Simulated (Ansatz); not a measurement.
# CH5BrOSi: rotation by 180° about the C2–Si3 bond

Aim: the minimum-energy path and barrier of the rotation by 180° about the C2–Si3 bond. The ends are relaxed first, then joined by a nudged elastic band. SMILES of the start: OC[SiH2]Br.

Method: RKS PBE/def2-SVP, in Ansatz 0.2.0.

## 1. Starting point

Bond lengths: O1–C2 1.372 Å, C2–Si3 1.878 Å, Si3–Br4 2.130 Å, O1–H5 1.016 Å, C2–H6 1.104 Å, C2–H7 1.101 Å, Si3–H8 1.520 Å, Si3–H9 1.530 Å. Angles: O1–C2–Si3 118.5°, O1–C2–H6 105.0°, O1–C2–H7 107.1°, Si3–C2–H6 109.9°, Si3–C2–H7 110.2°, H6–C2–H7 105.2°, C2–O1–H5 110.3°, C2–Si3–Br4 107.8°, C2–Si3–H8 107.8°, C2–Si3–H9 111.0°, Br4–Si3–H8 110.1°, Br4–Si3–H9 112.1°, H8–Si3–H9 107.9°.

As a file:

```xyz
9

O    -0.0569    1.6054   -0.7367
C     0.6342    0.5009   -0.3080
Si   -0.2773   -0.7886    0.7092
Br   -1.9267   -1.4841   -0.4453
H    -0.8203    1.3279   -1.3470
H     1.4847    0.9033    0.2696
H     1.0840    0.0339   -1.1983
H     0.6860   -1.9317    0.9833
H    -0.7190   -0.2134    2.0561
```

## 2. Relaxing end A

File input.yaml:

```yaml
crystal:
  periodic: [false, false, false]
  atoms:
    - { symbol: O, position_ang: [-0.0569, 1.6054, -0.7367] }
    - { symbol: C, position_ang: [0.6342, 0.5009, -0.308] }
    - { symbol: Si, position_ang: [-0.2773, -0.7886, 0.7092] }
    - { symbol: Br, position_ang: [-1.9267, -1.4841, -0.4453] }
    - { symbol: H, position_ang: [-0.8203, 1.3279, -1.347] }
    - { symbol: H, position_ang: [1.4847, 0.9033, 0.2696] }
    - { symbol: H, position_ang: [1.084, 0.0339, -1.1983] }
    - { symbol: H, position_ang: [0.686, -1.9317, 0.9833] }
    - { symbol: H, position_ang: [-0.719, -0.2134, 2.0561] }
basis:
  gaussian: { orbitals: def2-SVP }
hamiltonian:
  xc: pbe
relax:
  f_tol: 0.015
  max_steps: 40
```

Launch:

```bash
> ansatz run input.yaml --threads 2 --pin off --max-ram 3072MiB --backend cpu --events-out ev --progress --plain --runs-dir out
```

The log of the run, shortened:

```text
Warning: RAYON_NUM_THREADS=2 ignored (pool sized by the plan → 2); use --threads N
[...]
Functional definition: PBE
[...]
1132 factors; their error is unknown
[...]
mean field -81058.25256975 eV, -2978.8358386815 hartree, gradient 6.9e-5 eV, S^2 0.000000; 0 other end points of the search recorded, 0 dependent functions left out
[...]
reference -81058.25260236 eV, -2978.8358398796 hartree; 34, 34 occupied and 69, 69 virtual orbitals, 1132 factors
relax step   1: F+E_penalty+E_count = -81058.25256975 eV  Δ(F+E_penalty+E_count) = +0.000e0 eV  max|allowed force component| = 2.663e0 eV/Å  Δτ_max = 0.0000 Å  (26 SCF iters, accepted)
[...]
relax step   6: F+E_penalty+E_count = -81058.57684836 eV  Δ(F+E_penalty+E_count) = -8.213e-4 eV  max|allowed force component| = 2.397e-2 eV/Å  Δτ_max = 0.0185 Å  (30 SCF iters, accepted)
[...]
relax step   7: F+E_penalty+E_count = -81058.57691184 eV  Δ(F+E_penalty+E_count) = -6.348e-5 eV  max|allowed force component| = 5.744e-3 eV/Å  Δτ_max = 0.0046 Å  (23 SCF iters, accepted)
1132 factors; their error is unknown
[...]
mean field -81058.57691184 eV, -2978.8477580332 hartree, gradient 2.5e-5 eV, S^2 0.000000; 1 other end points of the search recorded, 0 dependent functions left out
[...]
reference -81058.57694378 eV, -2978.8477592069 hartree; 34, 34 occupied and 69, 69 virtual orbitals, 1132 factors
Total energy: -81058.57694378 eV, -2978.8477592069 hartree
Atom 0 at    -0.157646     1.576248    -0.736666 Å, force     0.001711    -0.004463    -0.001451 eV/Å
Atom 1 at     0.713566     0.527867    -0.345291 Å, force    -0.001870    -0.000447    -0.005472 eV/Å
Atom 2 at    -0.196169    -0.765164     0.721301 Å, force    -0.000237    -0.001606     0.005744 eV/Å
Atom 3 at    -1.986829    -1.370242    -0.521595 Å, force     0.003414     0.004165     0.000678 eV/Å
Atom 4 at    -0.917711     1.156970    -1.188791 Å, force    -0.001720     0.001190    -0.000072 eV/Å
Atom 5 at     1.530321     0.978787     0.260986 Å, force    -0.003057    -0.001874     0.001679 eV/Å
Atom 6 at     1.212422     0.018570    -1.208652 Å, force     0.002447     0.003278    -0.000464 eV/Å
Atom 7 at     0.617987    -1.996620     1.008568 Å, force    -0.000298     0.000239    -0.001296 eV/Å
Atom 8 at    -0.727240    -0.172817     1.993040 Å, force    -0.000390    -0.000482     0.000655 eV/Å
Dipole moment:     0.238605    -0.123420     0.050635 e Å
```

Run time: 16 s. Hardware: 2 threads of Intel Xeon Platinum 8488C (Sapphire Rapids), shared host; peak memory 0.17 GiB.

The steps of the relaxation:

```tsv
step	energy from step 1 (eV)	largest force component (eV/Å)
1	0.0000	2.6632
2	-0.2909	0.8148
3	-0.3159	0.1127
4	-0.3219	0.0824
5	-0.3235	0.1005
6	-0.3243	0.0240
7	-0.3243	0.0057
```

Step 1 is the start.

After: Bond lengths: O1–C2 1.418 Å, C2–Si3 1.907 Å, Si3–Br4 2.262 Å, O1–H5 0.979 Å, C2–H6 1.113 Å, C2–H7 1.120 Å, Si3–H8 1.504 Å, Si3–H9 1.500 Å. Angles: O1–C2–Si3 111.3°, O1–C2–H6 107.6°, O1–C2–H7 113.4°, Si3–C2–H6 108.7°, Si3–C2–H7 109.6°, H6–C2–H7 106.1°, C2–O1–H5 106.7°, C2–Si3–Br4 104.6°, C2–Si3–H8 113.8°, C2–Si3–H9 112.0°, Br4–Si3–H8 108.3°, Br4–Si3–H9 106.9°, H8–Si3–H9 110.7°.

## 3. Relaxing end B

The second end starts from a geometry with the move made by hand.

File input.yaml:

```yaml
crystal:
  periodic: [false, false, false]
  atoms:
    - { symbol: O, position_ang: [-0.0569, 1.6054, -0.7367] }
    - { symbol: C, position_ang: [0.6342, 0.5009, -0.308] }
    - { symbol: Si, position_ang: [-0.2773, -0.7886, 0.7092] }
    - { symbol: Br, position_ang: [0.7387, -0.98917, 2.57055] }
    - { symbol: H, position_ang: [-0.8203, 1.3279, -1.347] }
    - { symbol: H, position_ang: [1.4847, 0.9033, 0.2696] }
    - { symbol: H, position_ang: [1.084, 0.0339, -1.1983] }
    - { symbol: H, position_ang: [-1.69258, -0.28492, 0.9395] }
    - { symbol: H, position_ang: [-0.36827, -2.11737, -0.04326] }
basis:
  gaussian: { orbitals: def2-SVP }
hamiltonian:
  xc: pbe
relax:
  f_tol: 0.015
  max_steps: 40
```

Launch:

```bash
> ansatz run input.yaml --threads 2 --pin off --max-ram 3072MiB --backend cpu --events-out ev --progress --plain --runs-dir out
```

The log of the run, shortened:

```text
Warning: RAYON_NUM_THREADS=2 ignored (pool sized by the plan → 2); use --threads N
[...]
[... 1 set-up line as earlier in the session ...]
[...]
1132 factors; their error is unknown
[...]
mean field -81058.08372962 eV, -2978.8296339211 hartree, gradient 2.8e-5 eV, S^2 0.000000; 0 other end points of the search recorded, 0 dependent functions left out
[...]
reference -81058.08376241 eV, -2978.8296351260 hartree; 34, 34 occupied and 69, 69 virtual orbitals, 1132 factors
relax step   1: F+E_penalty+E_count = -81058.08372962 eV  Δ(F+E_penalty+E_count) = +0.000e0 eV  max|allowed force component| = 2.770e0 eV/Å  Δτ_max = 0.0000 Å  (28 SCF iters, accepted)
[...]
relax step   6: F+E_penalty+E_count = -81058.40147175 eV  Δ(F+E_penalty+E_count) = -1.142e-3 eV  max|allowed force component| = 9.111e-2 eV/Å  Δτ_max = 0.0392 Å  (28 SCF iters, accepted)
[...]
Total energy: -81058.53855387 eV, -2978.8463484039 hartree
Atom 0 at    -0.293134     1.268995    -1.141357 Å, force    -0.002070     0.001407     0.000672 eV/Å
Atom 1 at     0.626084     0.667543    -0.228243 Å, force     0.004035    -0.000573    -0.002535 eV/Å
Atom 2 at    -0.323929    -0.648266     0.775196 Å, force    -0.002241     0.000134     0.000696 eV/Å
Atom 3 at     1.028033    -1.784477     2.175460 Å, force     0.000170    -0.000767     0.000813 eV/Å
Atom 4 at    -0.482500     0.614302    -1.839141 Å, force    -0.000211    -0.000355    -0.000181 eV/Å
Atom 5 at     0.989016     1.467069     0.451109 Å, force    -0.000964    -0.000195    -0.000486 eV/Å
Atom 6 at     1.531594     0.240760    -0.722042 Å, force     0.000504     0.000248     0.000973 eV/Å
Atom 7 at    -1.417192    -0.006834     1.577606 Å, force     0.000009     0.000242     0.000719 eV/Å
Atom 8 at    -0.931723    -1.627751    -0.193000 Å, force     0.000768    -0.000141    -0.000672 eV/Å
Dipole moment:     0.008836    -0.004261    -0.324731 e Å
```

Run time: 45 s. Hardware: 2 threads of Intel Xeon Platinum 8488C (Sapphire Rapids), shared host; peak memory 0.17 GiB.

The steps of the relaxation:

```tsv
step	energy from step 1 (eV)	largest force component (eV/Å)
1	0.0000	2.7700
2	-0.2937	0.7855
3	-0.3134	0.1654
4	-0.3158	0.0682
5	-0.3166	0.0231
6	-0.3177	0.0911
7x	-0.3126	0.8230
8	-0.3246	0.1032
9	-0.3339	0.2335
10	-0.3494	0.6098
11	-0.3713	0.7813
12	-0.4244	0.4600
13	-0.4364	0.3073
14	-0.4441	0.2664
15	-0.4531	0.1270
16	-0.4541	0.0527
17	-0.4546	0.0275
18	-0.4547	0.0170
19x	-0.4547	0.0348
20	-0.4548	0.0040
```

Step 1 is the start. 2 steps were tried and not accepted (marked x).

After: Bond lengths: O1–C2 1.428 Å, C2–Si3 1.908 Å, Si3–Br4 2.254 Å, O1–H5 0.975 Å, C2–H6 1.110 Å, C2–H7 1.116 Å, Si3–H8 1.500 Å, Si3–H9 1.505 Å. Angles: O1–C2–Si3 107.8°, O1–C2–H6 107.4°, O1–C2–H7 113.6°, Si3–C2–H6 109.7°, Si3–C2–H7 111.9°, H6–C2–H7 106.3°, C2–O1–H5 107.4°, C2–Si3–Br4 112.1°, C2–Si3–H8 110.4°, C2–Si3–H9 108.1°, Br4–Si3–H8 108.7°, Br4–Si3–H9 108.3°, H8–Si3–H9 109.1°.

## 4. Nudged elastic band

crystal.atoms is end A as relaxed above, and neb.final_atoms is end B, turned to lie on A. With 5 inner images the band has 7 in all.

File input.yaml:

```yaml
crystal:
  periodic: [false, false, false]
  atoms:
    - { symbol: O, position_ang: [-0.157646, 1.576248, -0.736666] }
    - { symbol: C, position_ang: [0.713566, 0.527867, -0.345291] }
    - { symbol: Si, position_ang: [-0.196169, -0.765164, 0.721301] }
    - { symbol: Br, position_ang: [-1.986829, -1.370242, -0.521595] }
    - { symbol: H, position_ang: [-0.917711, 1.15697, -1.188791] }
    - { symbol: H, position_ang: [1.530321, 0.978787, 0.260986] }
    - { symbol: H, position_ang: [1.212422, 0.01857, -1.208652] }
    - { symbol: H, position_ang: [0.617987, -1.99662, 1.008568] }
    - { symbol: H, position_ang: [-0.72724, -0.172817, 1.99304] }
basis:
  gaussian: { orbitals: def2-SVP }
hamiltonian:
  xc: pbe
neb:
  order_check: false
  images: 5
  f_tol: 0.05
  max_iterations: 60
  initial_path: idpp
  final_atoms:
    - { symbol: O, position_ang: [0.72802414, 1.64068296, 0.02601807] }
    - { symbol: C, position_ang: [0.52020358, 0.39186336, -0.6356039] }
    - { symbol: Si, position_ang: [-0.39151874, -0.76643224, 0.57595771] }
    - { symbol: Br, position_ang: [-0.91233628, -2.7434765, -0.37249421] }
    - { symbol: H, position_ang: [-0.13680493, 2.08794766, 0.08441229] }
    - { symbol: H, position_ang: [1.52027765, -0.02714107, -0.87386374] }
    - { symbol: H, position_ang: [-0.02006759, 0.48584275, -1.60782017] }
    - { symbol: H, position_ang: [0.45137105, -1.02303218, 1.79012989] }
    - { symbol: H, position_ang: [-1.67044788, -0.09265573, 0.99616405] }
```

Launch:

```bash
> ansatz run input.yaml --threads 2 --pin off --max-ram 3072MiB --backend cpu --events-out ev --progress --plain --runs-dir out
```

The log of the run, shortened:

```text
Warning: RAYON_NUM_THREADS=2 ignored (pool sized by the plan → 2); use --threads N
[...]
[... 1 set-up line as earlier in the session ...]
[...]
1132 factors; their error is unknown
[...]
mean field -81058.57692800 eV, -2978.8477586271 hartree, gradient 7.3e-5 eV, S^2 0.000000; 0 other end points of the search recorded, 0 dependent functions left out
[...]
reference -81058.57695978 eV, -2978.8477597951 hartree; 34, 34 occupied and 69, 69 virtual orbitals, 1132 factors
1132 factors; their error is unknown
[...]
mean field -81058.53852238 eV, -2978.8463472469 hartree, gradient 1.7e-5 eV, S^2 0.000000; 0 other end points of the search recorded, 0 dependent functions left out
[...]
reference -81058.53855423 eV, -2978.8463484172 hartree; 34, 34 occupied and 69, 69 virtual orbitals, 1132 factors
NEB end point (image 0): max|allowed force component| = 5.717e-3 eV/Å (the criterion of neb.relax_end_points is 1.000e-2)
[...]
Total energy: -81058.42551473 eV, -2978.8421942921 hartree
Atom 0 at     0.214304     1.823492    -0.119120 Å, force     0.004380    -0.009607    -0.006745 eV/Å
Atom 1 at     0.631442     0.503657    -0.439552 Å, force    -0.007279     0.007656     0.026736 eV/Å
Atom 2 at    -0.281185    -0.854722     0.581687 Å, force    -0.009285     0.003433    -0.017932 eV/Å
Atom 3 at    -1.430022    -2.239351    -0.782654 Å, force     0.003920     0.003405     0.003212 eV/Å
Atom 4 at    -0.704403     1.925907    -0.428645 Å, force     0.000029     0.000014    -0.001688 eV/Å
Atom 5 at     1.710516     0.439203    -0.180016 Å, force     0.005232     0.001103    -0.003279 eV/Å
Atom 6 at     0.562155     0.265292    -1.529055 Å, force    -0.000371    -0.004382    -0.007380 eV/Å
Atom 7 at     0.662046    -1.710342     1.382421 Å, force     0.005195    -0.000627    -0.000005 eV/Å
Atom 8 at    -1.276151    -0.199539     1.497833 Å, force    -0.001821    -0.000996     0.007082 eV/Å
Dipole moment:     0.030837     0.119282    -0.043577 e Å
this run last wrote the band of iteration 5 to <dir>
```

It took 57 s on 2 threads of Intel Xeon Platinum 8488C (Sapphire Rapids), shared host; peak memory 0.16 GiB.

## 5. The band, image by image

Images 0 and 6 are the ends. Energies count from image 0; the path length is the program's own measure over all atoms.

```tsv
image	path (Å)	energy (eV)	dihedral O1–C2–Si3–Br4 (°)	band force (eV/Å)
0	0.000	0.0000	54	-
1	0.729	0.0434	75	0.017
2	1.459	0.1156	97	0.021
3*	2.188	0.1514	119	0.026
4	2.837	0.1257	138	0.021
5	3.487	0.0690	157	0.018
6	4.136	0.0384	176	-
```

The star marks the climbing image.

image, energy (eV) and a bar:
```
        0      0.000 
        1      0.043 #########
        2      0.116 #######################
        3      0.151 ##############################
        4      0.126 #########################
        5      0.069 ##############
        6      0.038 ########
```

The top of the band by iteration:

```tsv
iteration	highest image above image 0 (eV)	largest band force (eV/Å)
1	0.2884	1.322
2	0.1682	0.748
3	0.1541	0.419
4	0.1515	0.065
5	0.1514	0.026
```

The band as a trajectory file:

```xyz
9
image=0 dE=0.0000
O    -0.158    1.576   -0.737
C     0.714    0.528   -0.345
Si   -0.196   -0.765    0.721
Br   -1.987   -1.370   -0.522
H    -0.918    1.157   -1.189
H     1.530    0.979    0.261
H     1.212    0.019   -1.209
H     0.618   -1.997    1.009
H    -0.727   -0.173    1.993
9
image=1 dE=0.0434
O    -0.064    1.706   -0.515
C     0.688    0.510   -0.366
Si   -0.222   -0.804    0.681
Br   -1.843   -1.696   -0.614
H    -0.873    1.482   -1.014
H     1.629    0.777    0.164
H     1.001    0.060   -1.341
H     0.679   -1.919    1.137
H    -0.907   -0.163    1.851
9
image=2 dE=0.1156
O     0.067    1.794   -0.313
C     0.659    0.506   -0.398
Si   -0.252   -0.835    0.632
Br   -1.656   -2.000   -0.699
H    -0.803    1.753   -0.752
H     1.686    0.595    0.018
H     0.785    0.145   -1.449
H     0.695   -1.824    1.255
H    -1.091   -0.179    1.689
9
image=3 dE=0.1514
O     0.214    1.823   -0.119
C     0.631    0.504   -0.440
Si   -0.281   -0.855    0.582
Br   -1.430   -2.239   -0.783
H    -0.704    1.926   -0.429
H     1.711    0.439   -0.180
H     0.562    0.265   -1.529
H     0.662   -1.710    1.382
H    -1.276   -0.200    1.498
9
image=4 dE=0.1257
O     0.354    1.801    0.052
C     0.603    0.503   -0.475
Si   -0.307   -0.864    0.531
Br   -1.214   -2.404   -0.847
H    -0.584    2.008   -0.121
H     1.696    0.325   -0.380
H     0.366    0.406   -1.562
H     0.606   -1.590    1.479
H    -1.431   -0.231    1.304
9
image=5 dE=0.0690
O     0.492    1.732    0.217
C     0.567    0.506   -0.507
Si   -0.337   -0.869    0.472
Br   -0.990   -2.549   -0.883
H    -0.436    2.031    0.179
H     1.643    0.243   -0.586
H     0.185    0.578   -1.554
H     0.533   -1.448    1.551
H    -1.570   -0.272    1.094
9
image=6 dE=0.0384
O     0.668    1.621    0.384
C     0.523    0.528   -0.524
Si   -0.379   -0.880    0.395
Br   -0.803   -2.636   -0.953
H    -0.214    2.021    0.503
H     1.543    0.196   -0.809
H     0.006    0.803   -1.474
H     0.439   -1.354    1.559
H    -1.692   -0.344    0.900
```

## 6. Vibrations at the top

The geometry is the highest inner image of the first converged band.

File input.yaml:

```yaml
crystal:
  periodic: [false, false, false]
  atoms:
    - { symbol: O, position_ang: [0.214304, 1.823492, -0.11912] }
    - { symbol: C, position_ang: [0.631442, 0.503657, -0.439552] }
    - { symbol: Si, position_ang: [-0.281185, -0.854722, 0.581687] }
    - { symbol: Br, position_ang: [-1.430022, -2.239351, -0.782654] }
    - { symbol: H, position_ang: [-0.704403, 1.925907, -0.428645] }
    - { symbol: H, position_ang: [1.710516, 0.439203, -0.180016] }
    - { symbol: H, position_ang: [0.562155, 0.265292, -1.529055] }
    - { symbol: H, position_ang: [0.662046, -1.710342, 1.382421] }
    - { symbol: H, position_ang: [-1.276151, -0.199539, 1.497833] }
basis:
  gaussian: { orbitals: def2-SVP }
hamiltonian:
  xc: pbe
phonons: {}
```

Launch:

```bash
> ansatz run input.yaml --threads 2 --pin off --max-ram 3072MiB --backend cpu --events-out ev --progress --plain --runs-dir out
```

The log of the run, shortened:

```text
Warning: RAYON_NUM_THREADS=2 ignored (pool sized by the plan → 2); use --threads N
[...]
[... 1 set-up line as earlier in the session ...]
[...]
1132 factors; their error is unknown
[...]
mean field -81058.42548423 eV, -2978.8421931712 hartree, gradient 2.0e-5 eV, S^2 0.000000; 0 other end points of the search recorded, 0 dependent functions left out
[...]
reference -81058.42551662 eV, -2978.8421943615 hartree; 34, 34 occupied and 69, 69 virtual orbitals, 1132 factors
[...]
1132 factors; their error is unknown
mean field -81058.42533692 eV, -2978.8421877578 hartree, gradient 1.9e-6 eV, S^2 0.000000; 0 other end points of the search recorded, 0 dependent functions left out
[...]
reference -81058.42536933 eV, -2978.8421889488 hartree; 34, 34 occupied and 69, 69 virtual orbitals, 1132 factors
[...]
1132 factors; their error is unknown
mean field -81058.42531402 eV, -2978.8421869163 hartree, gradient 2.4e-6 eV, S^2 0.000000; 0 other end points of the search recorded, 0 dependent functions left out
[...]
WARN: phonons: modes at or below zero, which the zero-point energy, F, S and C_V leave out: 1, the lowest at -94.00 cm⁻¹. A minimum has none, and a first-order saddle one
[...]
Atom 0 at     0.214304     1.823492    -0.119120 Å, force     0.004407    -0.009636    -0.006632 eV/Å
Atom 1 at     0.631442     0.503657    -0.439552 Å, force    -0.007134     0.007655     0.026599 eV/Å
Atom 2 at    -0.281185    -0.854722     0.581687 Å, force    -0.009390     0.003450    -0.017959 eV/Å
Atom 3 at    -1.430022    -2.239351    -0.782654 Å, force     0.003988     0.003323     0.003229 eV/Å
Atom 4 at    -0.704403     1.925907    -0.428645 Å, force    -0.000002     0.000103    -0.001712 eV/Å
Atom 5 at     1.710516     0.439203    -0.180016 Å, force     0.005200     0.001083    -0.003250 eV/Å
Atom 6 at     0.562155     0.265292    -1.529055 Å, force    -0.000439    -0.004395    -0.007366 eV/Å
Atom 7 at     0.662046    -1.710342     1.382421 Å, force     0.005212    -0.000631    -0.000029 eV/Å
Atom 8 at    -1.276151    -0.199539     1.497833 Å, force    -0.001843    -0.000953     0.007119 eV/Å
Dipole moment:     0.030841     0.119274    -0.043579 e Å
Vibrations: -94.00 144.20 241.83 331.54 398.76 501.43 625.01 680.73 717.37 832.99 900.38 1042.95 1122.91 1235.72 1338.48 1397.22 2157.95 2175.67 2917.65 3011.93 3702.63 cm⁻¹, zero-point energy 1.579395 eV
```

It took 61 s on 2 threads of Intel Xeon Platinum 8488C (Sapphire Rapids), shared host; peak memory 0.15 GiB.

Of 21 modes, 1 is imaginary by more than 30 cm⁻¹ (94i cm⁻¹).

## 7. What came out

```
                    quantity                     value
                       end A   6 moves, 0.324 eV lower
                       end B  17 moves, 0.455 eV lower
            barrier forwards                   0.15 eV
           barrier backwards                   0.11 eV
second end relative to first                 +0.038 eV
               highest image     3 of 0 to 6, climbing
             band iterations                         5
  imaginary modes at the top                  94i cm⁻¹
```

**Reading.** The barrier from the first end is 0.15 eV, 6 times kT at 300 K, which at an assumed attempt frequency of 10^13 s⁻¹ means a rate near 10^10 s⁻¹. Going back costs 0.11 eV, since the second end is 0.038 eV above the first. The listed dihedral goes from 54° at end A through 119° at the highest image to 176° at end B; the relaxed ends differ by 122° in it rather than the 180° set up, and other torsions can move along the band as well. One imaginary mode, as a first-order saddle point has. These are electronic energies, with no zero-point or thermal terms.
